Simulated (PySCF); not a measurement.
# CoF₄−: ligand-field states

Aim: compute the ligand-field states of CoF₄−.

Computed with PySCF 2.14.0 and routines of our own; the level stands in each step. Atoms count from 0.

## Step 1: The system as given

5 atoms, charge -1, states of the metal's open shell are computed; geometry from: model geometry, bond lengths from ionic radii.

## Step 2: Ligand-field states: state-averaged CASSCF in water

Job settings and geometry (Å):

```
{"job": {"kind": "lf", "basis": {"metal": "x2c-TZVPall", "ligand": "x2c-SVPall"}, "nevpt": true, "solvent": "water"}, "charge": -1, "metal": "Co", "open_shell": "d6"}
Co     0.000000     0.000000     0.000000
F      1.033457     1.033457     1.033457
F     -1.033457    -1.033457     1.033457
F     -1.033457     1.033457    -1.033457
F      1.033457    -1.033457    -1.033457
```

Level: state-averaged CASSCF of the metal d shell, SC-NEVPT2 on the averaged canonical orbitals, state-interaction spin-orbit coupling.

The run is started by

```
OMP_NUM_THREADS=1 python lf_run.py task.json out
```

This one command runs all jobs of the session in turn.

Output:

```text
basis functions 104, electrons 64, active (6e, 5o)
stage 1: DIIS on the effective Fock matrix, level shift 0.30
cycle   1  E = -1783.9496263753  dE = -1.784e+03  max|g| = 3.606e+00
cycle   2  E = -1788.3490947304  dE = -4.399e+00  max|g| = 1.987e+00
cycle   3  E = -1789.5464116136  dE = -1.197e+00  max|g| = 9.235e-01
cycle   4  E = -1789.6263763310  dE = -7.996e-02  max|g| = 2.569e-01
cycle   5  E = -1789.7327481825  dE = -1.064e-01  max|g| = 8.420e-02
cycle   6  E = -1789.7531580793  dE = -2.041e-02  max|g| = 8.289e-02
cycle   7  E = -1789.7552517956  dE = -2.094e-03  max|g| = 3.287e-02
cycle   8  E = -1789.7487358308  dE =  6.516e-03  max|g| = 6.847e-02
cycle   9  E = -1789.7536222153  dE = -4.886e-03  max|g| = 4.538e-02
cycle  10  E = -1789.7508649210  dE =  2.757e-03  max|g| = 6.163e-02
cycle  11  E = -1789.7407490376  dE =  1.012e-02  max|g| = 8.999e-02
cycle  12  E = -1789.6993832995  dE =  4.137e-02  max|g| = 1.751e-01
cycle  13  E = -1789.5289173582  dE =  1.705e-01  max|g| = 3.627e-01
cycle  14  E = -1788.9679930985  dE =  5.609e-01  max|g| = 7.879e-01
cycle  15  E = -1788.0510638617  dE =  9.169e-01  max|g| = 1.053e+00
stage 2: quasi-Newton rotations from the point of smallest gradient
cycle  17  E = -1789.7576401185  dE = -2.388e-03  max|g| = 4.085e-02
cycle  18  E = -1789.7585913725  dE = -9.513e-04  max|g| = 1.450e-02
cycle  19  E = -1789.7586828949  dE = -9.152e-05  max|g| = 5.232e-04
cycle  20  E = -1789.7586838972  dE = -1.002e-06  max|g| = 1.430e-04
cycle  21  E = -1789.7586839523  dE = -5.510e-08  max|g| = 4.199e-05
cycle  22  E = -1789.7586839546  dE = -2.373e-09  max|g| = 2.290e-05
cycle  23  E = -1789.7586839550  dE = -4.127e-10  max|g| = 4.985e-06
converged average energy = -1789.7586839550

 mult deg   label        CASSCF/cm-1   NEVPT2/cm-1
   5   2   5E                  0.0           0.0
   5   3   5T2              5644.6        7894.9
   3   3   3T1             19399.6       15552.9
   3   3   3T1             24389.6       21824.7
   3   2   3E              23469.3       22363.3
   3   3   3T2             24869.5       23191.4
   3   1   3A2             27350.5       24685.2
   3   1   3A1             28921.2       26268.9
   1   3   1T2             31108.0       26982.9
   1   2   1E              31209.7       27609.8
   3   2   3E              31228.4       29668.4
   3   3   3T1             29547.1       29802.5
   3   3   3T2             30588.9       30648.1
   3   3   3T1             32718.6       31805.1
   1   1   1A1             35310.0       32238.1
   1   3   1T2             35154.0       33063.3
   1   1   1A2             35157.5       33634.2
   1   3   1T1             36539.7       34809.0
   3   2   3E              39335.9       36495.4
   3   3   3T2             36385.7       36684.5
   3   3   3T1             36203.3       37223.7
   3   3   3T2             41514.2       38799.8
   1   2   1E              44788.7       39412.3
   1   2   1E              40916.4       39415.0
   1   3   1T2             40584.4       41158.6
   1   1   1A1             44196.7       43195.3
   1   3   1T2             51381.5       46891.6
   1   3   1T1             46213.9       47620.7
   1   3   1T1             55453.3       50661.7
   1   3   1T2             56443.4       51813.9
   1   1   1A2             56878.7       52704.0
   1   1   1A1             52266.4       53404.5
   3   3   3T1             63397.1       55862.2
   3   1   3A2             65857.3       59186.1
   3   3   3T2             66504.3       60844.4
   3   3   3T1             68381.7       62291.0
   1   1   1A1             70415.1       63148.1
   1   3   1T1             71766.0       64298.5
   1   2   1E              73360.3       66355.3
   1   3   1T2             78208.4       72688.5
   1   3   1T2             97420.6       85770.9
   1   2   1E              99836.5       88771.9
   1   1   1A1            126556.6      110017.0

spin-orbit levels / cm-1
      0.00  x1  5E 0.99
     20.30  x3  5E 0.99
     40.33  x2  5E 0.99
     65.23  x3  5E 1.00
     90.39  x1  5E 1.00
   7582.36  x3  5T2 1.00
   7852.34  x3  5T2 1.00
   7857.85  x2  5T2 0.99
   8225.12  x3  5T2 1.00
   8235.05  x3  5T2 0.99
   8246.73  x1  5T2 0.99
  15516.95  x3  3T1 0.99
  15551.13  x2  3T1 0.99
  15695.03  x3  3T1 0.99
  15710.79  x1  3T1 0.99
  21448.46  x3  3T1 0.98
  21471.98  x2  3T1 0.99
  22351.18  x3  3T1 0.57 3E 0.42
  22395.71  x3  3E 0.98
  22469.96  x3  3E 0.57 3T1 0.41
  22849.61  x1  3T1 0.98
  23032.09  x1  3T2 1.00
  23080.59  x3  3T2 0.96
  23243.62  x2  3T2 0.96
  23429.39  x3  3T2 0.99
  24713.01  x3  3A2 0.95
```

Wall time 7.2 s (1 thread of Arm Neoverse V2, shared host); peak memory 0.26 GiB.

From this job:

```csv
quantity,value
spin-orbit constant ζ,538 cm⁻¹
```

Powder susceptibility:

```csv
T (K),χT (cm³ K/mol),μ(eff)
2,0.461,1.92
5,1.147,3.03
10,2.042,4.04
20,2.757,4.70
30,2.986,4.89
50,3.135,5.01
75,3.186,5.05
100,3.204,5.06
150,3.216,5.07
200,3.222,5.08
250,3.227,5.08
300,3.231,5.08
```

## Step 3: Ligand-field states: state-averaged CASSCF (bond length × 0.92) in water

Job settings and geometry (Å):

```
{"job": {"kind": "lf", "basis": {"metal": "x2c-TZVPall", "ligand": "x2c-SVPall"}, "nevpt": true, "solvent": "water", "reuse": true}, "charge": -1, "metal": "Co", "open_shell": "d6"}
Co     0.000000     0.000000     0.000000
F      0.950780     0.950780     0.950781
F     -0.950780    -0.950780     0.950781
F     -0.950780     0.950780    -0.950781
F      0.950780    -0.950780    -0.950781
```

With the program's defaults for keys left out, this is: state-averaged CASSCF of the metal d shell, SC-NEVPT2 on the averaged canonical orbitals, state-interaction spin-orbit coupling.

Output:

```text
basis functions 104, electrons 64, active (6e, 5o)
start from the orbitals of the previous structure
stage 1: DIIS on the effective Fock matrix, level shift 0.30
cycle   1  E = -1787.5420738243  dE = -1.788e+03  max|g| = 4.650e+00
cycle   2  E = -1789.5849572468  dE = -2.043e+00  max|g| = 4.390e-01
cycle   3  E = -1789.6321104029  dE = -4.715e-02  max|g| = 2.739e-01
cycle   4  E = -1789.6893773915  dE = -5.727e-02  max|g| = 5.369e-02
cycle   5  E = -1789.6846686657  dE =  4.709e-03  max|g| = 9.515e-02
cycle   6  E = -1789.6829278463  dE =  1.741e-03  max|g| = 1.028e-01
cycle   7  E = -1789.6863321684  dE = -3.404e-03  max|g| = 9.090e-02
cycle   8  E = -1789.6916193334  dE = -5.287e-03  max|g| = 5.708e-02
cycle   9  E = -1789.6935360054  dE = -1.917e-03  max|g| = 4.021e-02
cycle  10  E = -1789.6946290674  dE = -1.093e-03  max|g| = 2.301e-02
cycle  11  E = -1789.6951006718  dE = -4.716e-04  max|g| = 1.373e-02
cycle  12  E = -1789.6953411659  dE = -2.405e-04  max|g| = 7.839e-03
cycle  13  E = -1789.6953810850  dE = -3.992e-05  max|g| = 6.840e-03
cycle  14  E = -1789.6954069464  dE = -2.586e-05  max|g| = 5.738e-03
cycle  15  E = -1789.6954222532  dE = -1.531e-05  max|g| = 4.970e-03
cycle  16  E = -1789.6954214839  dE =  7.693e-07  max|g| = 5.189e-03
cycle  17  E = -1789.6954259694  dE = -4.486e-06  max|g| = 4.963e-03
cycle  18  E = -1789.6954234384  dE =  2.531e-06  max|g| = 5.273e-03
cycle  19  E = -1789.6954047779  dE =  1.866e-05  max|g| = 6.723e-03
cycle  20  E = -1789.6953751670  dE =  2.961e-05  max|g| = 8.467e-03
cycle  21  E = -1789.6953272229  dE =  4.794e-05  max|g| = 1.064e-02
cycle  22  E = -1789.6952353714  dE =  9.185e-05  max|g| = 1.373e-02
cycle  23  E = -1789.6950938119  dE =  1.416e-04  max|g| = 1.735e-02
cycle  24  E = -1789.6948912399  dE =  2.026e-04  max|g| = 2.169e-02
cycle  25  E = -1789.6945830845  dE =  3.082e-04  max|g| = 2.698e-02
cycle  26  E = -1789.6940588076  dE =  5.243e-04  max|g| = 3.391e-02
stage 2: quasi-Newton rotations from the point of smallest gradient
cycle  28  E = -1789.6954418100  dE = -1.584e-05  max|g| = 5.494e-03
cycle  29  E = -1789.6954585128  dE = -1.670e-05  max|g| = 6.693e-04
cycle  30  E = -1789.6954587212  dE = -2.084e-07  max|g| = 9.910e-05
cycle  31  E = -1789.6954587306  dE = -9.321e-09  max|g| = 2.598e-05
cycle  32  E = -1789.6954587310  dE = -4.604e-10  max|g| = 8.762e-06
converged average energy = -1789.6954587310

 mult deg   label        CASSCF/cm-1   NEVPT2/cm-1
   5   2   5E                  0.0           0.0
   5   3   5T2              8380.8       10597.5
   3   3   3T1             16379.5       12083.6
   3   3   3T1             23559.8       20974.2
   3   2   3E              22980.5       21686.2
   3   3   3T2             24308.4       22234.1
   1   3   1T2             28114.2       23462.8
   1   2   1E              28190.9       23905.3
   3   1   3A2             27232.7       24359.1
   3   1   3A1             28261.9       25357.7
   3   2   3E              31272.6       29261.2
   1   1   1A1             33697.4       29869.0
   3   3   3T1             31287.6       31305.4
   1   3   1T2             34111.6       31882.2
   3   3   3T2             32430.8       32575.6
   1   1   1A2             34555.9       32726.3
   3   3   3T1             34138.5       33215.3
   1   3   1T1             36025.7       33937.4
   3   2   3E              39775.4       37236.7
   1   2   1E              41155.5       37407.5
   3   3   3T2             41903.6       38790.8
   3   3   3T2             38796.3       38801.9
   3   3   3T1             40201.4       40979.5
   1   2   1E              44661.4       41757.9
   1   3   1T2             42380.4       42823.9
   1   1   1A1             45515.1       44478.6
   1   3   1T2             52420.5       47582.6
   1   3   1T1             49305.4       49509.1
   1   3   1T1             55810.8       51631.4
   1   3   1T2             57047.0       52353.2
   1   1   1A2             57462.6       53319.1
   1   1   1A1             55498.1       53783.9
   3   3   3T1             62629.5       55244.8
   3   1   3A2             66242.8       59290.1
   3   3   3T2             67726.7       62522.0
   3   3   3T1             69197.1       63032.0
   1   3   1T1             71178.5       64015.5
   1   2   1E              73180.5       66137.2
   1   1   1A1             70861.6       66307.9
   1   3   1T2             80110.1       74549.6
   1   3   1T2             96225.8       84516.8
   1   2   1E              99160.6       87841.4
   1   1   1A1            124929.3      108254.2

spin-orbit levels / cm-1
      0.00  x1  5E 0.99
     18.93  x1  5E 0.99
     18.94  x2  5E 0.99
     37.53  x2  5E 1.00
     60.54  x2  5E 1.00
     60.55  x1  5E 1.00
     83.70  x1  5E 1.00
  10293.91  x3  5T2 1.00
  10544.84  x2  5T2 0.99
  10544.86  x3  5T2 1.00
  10895.02  x1  5T2 1.00
  10895.03  x2  5T2 1.00
  10898.86  x3  5T2 0.99
  10902.32  x1  5T2 0.99
  12011.71  x1  3T1 0.99
  12011.73  x2  3T1 0.99
  12040.23  x1  3T1 0.99
  12040.25  x1  3T1 0.99
  12284.27  x1  3T1 0.99
  12284.28  x2  3T1 0.99
  12356.77  x1  3T1 0.99
  20643.79  x3  3T1 0.97
  20696.92  x2  3T1 0.99
  21441.01  x2  3T1 0.95 3E 0.04
  21441.02  x1  3T1 0.95 3E 0.04
  21641.13  x3  3E 0.85 3T2 0.07 1T2 0.07
  21756.02  x3  3E 0.96 3T1 0.04
  21816.23  x1  3T1 0.99
  22067.87  x3  3T2 0.81 3E 0.11 1T2 0.05
  22077.19  x1  3T2 1.00
```

It took 4.9 s on 1 thread of Arm Neoverse V2, shared host; peak memory 0.26 GiB.

From this job:

```csv
quantity,value
spin-orbit constant ζ,523 cm⁻¹
```

Powder susceptibility:

```csv
T (K),χT (cm³ K/mol),μ(eff)
2,0.478,1.96
20,2.725,4.67
100,3.135,5.01
300,3.160,5.03
```

## Step 4: Ligand-field states: state-averaged CASSCF (bond length × 0.96) in water

Job settings and geometry (Å):

```
{"job": {"kind": "lf", "basis": {"metal": "x2c-TZVPall", "ligand": "x2c-SVPall"}, "nevpt": true, "solvent": "water", "reuse": true}, "charge": -1, "metal": "Co", "open_shell": "d6"}
Co     0.000000     0.000000     0.000000
F      0.992119     0.992119     0.992119
F     -0.992119    -0.992119     0.992119
F     -0.992119     0.992119    -0.992119
F      0.992119    -0.992119    -0.992119
```

Level: state-averaged CASSCF of the metal d shell, SC-NEVPT2 on the averaged canonical orbitals, state-interaction spin-orbit coupling.

Output:

```text
basis functions 104, electrons 64, active (6e, 5o)
start from the orbitals of the previous structure
stage 1: DIIS on the effective Fock matrix, level shift 0.30
cycle   1  E = -1789.0747037297  dE = -1.789e+03  max|g| = 2.789e+00
cycle   2  E = -1789.7182973228  dE = -6.436e-01  max|g| = 2.415e-01
cycle   3  E = -1789.7266117701  dE = -8.314e-03  max|g| = 9.134e-02
cycle   4  E = -1789.7367708265  dE = -1.016e-02  max|g| = 9.117e-02
cycle   5  E = -1789.7268561866  dE =  9.915e-03  max|g| = 8.520e-02
cycle   6  E = -1789.7289526015  dE = -2.096e-03  max|g| = 8.369e-02
cycle   7  E = -1789.7316575691  dE = -2.705e-03  max|g| = 7.616e-02
cycle   8  E = -1789.7296732973  dE =  1.984e-03  max|g| = 8.699e-02
cycle   9  E = -1789.7246808116  dE =  4.992e-03  max|g| = 1.040e-01
cycle  10  E = -1789.6942806409  dE =  3.040e-02  max|g| = 1.730e-01
cycle  11  E = -1789.6071788486  dE =  8.710e-02  max|g| = 2.887e-01
cycle  12  E = -1789.3849104170  dE =  2.223e-01  max|g| = 4.799e-01
cycle  13  E = -1789.0035394191  dE =  3.814e-01  max|g| = 6.993e-01
cycle  14  E = -1788.5084862633  dE =  4.951e-01  max|g| = 1.099e+00
cycle  15  E = -1788.1114399165  dE =  3.970e-01  max|g| = 1.301e+00
stage 2: quasi-Newton rotations from the point of smallest gradient
cycle  17  E = -1789.7382703947  dE = -6.613e-03  max|g| = 8.794e-02
cycle  18  E = -1789.7424432022  dE = -4.173e-03  max|g| = 1.613e-02
cycle  19  E = -1789.7425188524  dE = -7.565e-05  max|g| = 1.253e-03
cycle  20  E = -1789.7425217785  dE = -2.926e-06  max|g| = 6.264e-04
cycle  21  E = -1789.7425220340  dE = -2.555e-07  max|g| = 1.196e-04
cycle  22  E = -1789.7425220483  dE = -1.428e-08  max|g| = 1.597e-05
cycle  23  E = -1789.7425220489  dE = -6.335e-10  max|g| = 7.233e-06
converged average energy = -1789.7425220489

 mult deg   label        CASSCF/cm-1   NEVPT2/cm-1
   5   2   5E                  0.0           0.0
   5   3   5T2              6853.9        9087.2
   3   3   3T1             18087.6       14025.0
   3   3   3T1             24028.5       21448.5
   3   2   3E              23256.6       22064.2
   3   3   3T2             24642.8       22759.6
   3   1   3A2             27294.5       24543.0
   1   3   1T2             29800.0       25438.0
   3   1   3A1             28623.4       25863.7
   1   2   1E              29917.6       26014.4
   3   2   3E              31265.9       29519.2
   3   3   3T1             30321.6       30515.0
   1   1   1A1             34632.1       31212.7
   3   3   3T2             31391.5       31521.2
   3   3   3T1             33322.2       32388.2
   1   3   1T2             34693.3       32547.0
   1   1   1A2             34889.8       33235.0
   1   3   1T1             36324.3       34431.9
   3   2   3E              39486.4       36772.5
   3   3   3T2             37455.6       37636.9
   1   2   1E              41149.5       38754.1
   3   3   3T2             41708.4       38806.4
   3   3   3T1             37974.2       38916.5
   1   2   1E              44561.3       40184.4
   1   3   1T2             41366.5       41884.8
   1   1   1A1             44766.9       43733.9
   1   3   1T2             51883.2       47266.8
   1   3   1T1             47673.0       48707.1
   1   3   1T1             55522.6       50878.2
   1   3   1T2             56659.1       51989.6
   1   1   1A2             57118.0       52951.3
   1   1   1A1             53949.4       54120.8
   3   3   3T1             63003.1       55508.8
   3   1   3A2             66013.2       59220.1
   3   3   3T2             66952.7       61478.3
   3   3   3T1             68703.1       62568.8
   1   1   1A1             70296.2       63979.3
   1   3   1T1             71430.0       64063.2
   1   2   1E              73241.4       66219.2
   1   3   1T2             78993.9       73460.1
   1   3   1T2             96833.4       85147.3
   1   2   1E              99513.3       88331.9
   1   1   1A1            125774.6      109166.5

spin-orbit levels / cm-1
      0.00  x1  5E 0.99
     19.40  x3  5E 0.99
     38.50  x2  5E 1.00
     62.13  x3  5E 1.00
     85.96  x1  5E 1.00
   8776.84  x3  5T2 1.00
   9038.76  x3  5T2 1.00
   9041.66  x2  5T2 0.99
   9402.40  x3  5T2 1.00
   9409.07  x3  5T2 0.99
   9416.77  x1  5T2 0.99
  13966.69  x3  3T1 0.99
  13998.01  x2  3T1 0.99
  14196.65  x3  3T1 0.99
  14241.62  x1  3T1 0.99
  21098.86  x3  3T1 0.98
  21131.06  x2  3T1 0.99
  21954.30  x3  3T1 0.87 3E 0.12
  22078.28  x3  3E 0.96
  22143.09  x3  3E 0.87 3T1 0.12
  22387.00  x1  3T1 0.98
  22599.40  x1  3T2 1.00
  22630.72  x3  3T2 0.93
  22782.80  x2  3T2 0.95 1E 0.04
  22999.62  x3  3T2 0.99
  24495.86  x3  3A2 0.86 1T2 0.09
```

Run time: 4.5 s. Hardware: 1 thread of Arm Neoverse V2, shared host; peak memory 0.27 GiB.

From this job:

```csv
quantity,value
spin-orbit constant ζ,532 cm⁻¹
```

Powder susceptibility:

```csv
T (K),χT (cm³ K/mol),μ(eff)
2,0.475,1.95
20,2.748,4.69
100,3.169,5.03
300,3.195,5.05
```

[end of part 1 of 2]
